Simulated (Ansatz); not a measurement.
# ZnCd3O4: properties of a relaxed candidate

The task, for ZnCd3O4: repeat the electronic structure at other levels of theory.

Computed with Ansatz 0.2.0 (DFT PBE, scalar-relativistic, plane waves, PAW, unless a step names another level, unless a step's input says otherwise).

1 further run of the same task is left out (it didn't finish). Runs told in other sessions of the task aren't counted.

## (1) Starting point

The structure is cubic, space group P-43m (No. 215). Conventional cell: a = 4.999 Å, b = 4.999 Å, c = 4.999 Å, α = 90.00°, β = 90.00°, γ = 90.00°. Zn (site symmetry -43m) has 4 O at 2.01 Å in its first shell of neighbours. Cd (site symmetry -42m) has 4 O at 2.22 Å in its first shell of neighbours. O (site symmetry 3m) has 1 Zn at 2.01 Å and 3 Cd at 2.22 Å in its first shell of neighbours.

Coordinates:

```cif
data_structure
_symmetry_space_group_name_H-M 'P 1'
_symmetry_Int_Tables_number 1
_cell_length_a 4.9987
_cell_length_b 4.9987
_cell_length_c 4.9987
_cell_angle_alpha 90.000
_cell_angle_beta 90.000
_cell_angle_gamma 90.000
_cell_volume 124.90
loop_
_atom_site_label
_atom_site_type_symbol
_atom_site_fract_x
_atom_site_fract_y
_atom_site_fract_z
_atom_site_occupancy
Zn1 Zn 0.00000 0.00000 0.00000 1
Cd1 Cd 0.00000 0.50000 0.50000 1
Cd2 Cd 0.50000 0.00000 0.50000 1
Cd3 Cd 0.50000 0.50000 0.00000 1
O1 O 0.76782 0.76782 0.23218 1
O2 O 0.76782 0.23218 0.76782 1
O3 O 0.23218 0.76782 0.76782 1
O4 O 0.23218 0.23218 0.23218 1
```

The cell was relaxed beforehand at this level, from a generated guess; it needn't be the stable form of this composition. At a tolerance of 0.05 Å it has space group P-43m (No. 215); it has 15.61 Å³/atom, an uncorrected energy of -1.09 eV/atom over the elements and, on its mesh, gap none (metal).

## (2) The same geometry with LDA

input.yaml

```yaml
crystal:
  lattice:
    - [4.9987277, 0.0, 0.0]
    - [0.0, 4.9987277, 0.0]
    - [0.0, 0.0, 4.9987277]
  atoms:
    - { symbol: Zn, position: [0.0, 0.0, 0.0] }
    - { symbol: Cd, position: [0.0, 0.5, 0.5] }
    - { symbol: Cd, position: [0.5, 0.0, 0.5] }
    - { symbol: Cd, position: [0.5, 0.5, 0.0] }
    - { symbol: O, position: [0.767824, 0.767824, 0.232176] }
    - { symbol: O, position: [0.767824, 0.232176, 0.767824] }
    - { symbol: O, position: [0.232176, 0.767824, 0.767824] }
    - { symbol: O, position: [0.232176, 0.232176, 0.232176] }
basis:
  ecutwfc: 420
kpoints:
  mp_grid: { grid: [8, 8, 8] }
  band_path:
    path:
      - [[0.0, 0.0, 0.0], [0.0, 0.5, 0.0], [0.5, 0.5, 0.0], [0.0, 0.0, 0.0], [0.5, 0.5, 0.5], [0.0, 0.5, 0.0]]
      - [[0.5, 0.5, 0.5], [0.5, 0.5, 0.0]]
    npoints: 14
hamiltonian:
  xc: lda
scf:
  occupations: { method: gaussian, width: 0.1 }
  n_extra_bands: 20
output:
  forces: true
  stress: true
  eigenvalues: true
  populations: true
  dos: { projected: true, de: 0.02, nscf_kmesh: { grid: [10, 10, 10] } }
  bader: true
  write_density: true
  write_potential: true
  elf: true
  volumetric_format: npy
```

Command:

```bash
ansatz run input.yaml --threads 4 --pin off --max-ram 8192MiB --backend cpu --events-out ev --progress --plain --runs-dir out
```

What does the calculation give? Wanted: gap; states at the Fermi level; Bader charges.

The runs gave:

```
                       quantity                          value
                      gap (LDA)                   none (metal)
states at the Fermi level (LDA)           0.00 per eV per cell
            Bader charges (LDA)  Zn +1.18, Cd +1.08, O -1.10 e
```

In words: All levels find a metal. At this fixed cell LDA gives -9.0 GPa, so it would relax to a smaller volume. The final runs have no spin polarisation, so a magnetic state may lie lower.
